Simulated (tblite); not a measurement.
# C7H14O2Si: the cost of one run

Computed with tblite 0.8.0 and PySCF 2.14.0, with density-fitted response routines of our own, on a single molecule in the gas phase. Atoms are numbered from 0 throughout.

### 1 The starting structure

24 atoms, charge 0, multiplicity 1; geometry from: force field or distance geometry start.

Bonds of the start (Å): C0–C1 1.30, C1–C2 1.50, C1–C3 1.51, C3–C4 1.50, C4–C5 1.49, C3–C6 1.48, C6–O7 1.39, O7–Si8 1.72, Si8–O9 1.71, O9–C3 1.43, C0–H10 1.11, C0–H11 1.08, C2–H12 1.09, C2–H13 1.11, C2–H14 1.13, C4–H15 1.12, C4–H16 1.11, C5–H17 1.12, C5–H18 1.11, C5–H19 1.11, C6–H20 1.11, C6–H21 1.10, Si8–H22 1.48, Si8–H23 1.45.

### 2 Relaxing the molecule with GFN2-xTB

What the job is given:

```
{"job": {"kind": "relax", "xc": "GFN2-xTB", "basis": "xTB"}, "charge": 0, "multiplicity": 1}
C     -1.593600     0.796500    -1.373500
C     -1.153500     0.017500    -0.427900
C     -2.077400    -0.943700     0.261900
C      0.281500     0.029400     0.025800
C      0.808000    -1.358600    -0.197400
C      2.232500    -1.578000     0.177000
C      1.080600     1.135200    -0.542200
O      0.434500     2.336600    -0.255100
Si    -0.231800     1.979500     1.286700
O      0.200200     0.325400     1.419000
H     -2.667300     0.739700    -1.657600
H     -1.006600     1.516300    -1.917400
H     -2.390800    -1.735900    -0.422500
H     -1.604400    -1.427400     1.143800
H     -2.971500    -0.353100     0.613100
H      0.700500    -1.529200    -1.302400
H      0.128600    -2.082200     0.304900
H      2.265900    -2.289100     1.043000
H      2.773200    -0.657900     0.498800
H      2.774800    -2.096200    -0.645500
H      2.039400     1.189200     0.020500
H      1.331600     1.040400    -1.612200
H     -1.697400     2.178200     1.209200
H      0.331200     2.787100     2.357500
```

Command:

```bash
> OMP_NUM_THREADS=1 python probes_run.py task.json out
```

One launch serves the whole session: the jobs run in the order shown.

**Question.** How long does this first job take on 1 thread of Intel Xeon at 2.50GHz, shared host, and how much memory does it need?

About 6.3 s, with a peak of 0.18 GiB.
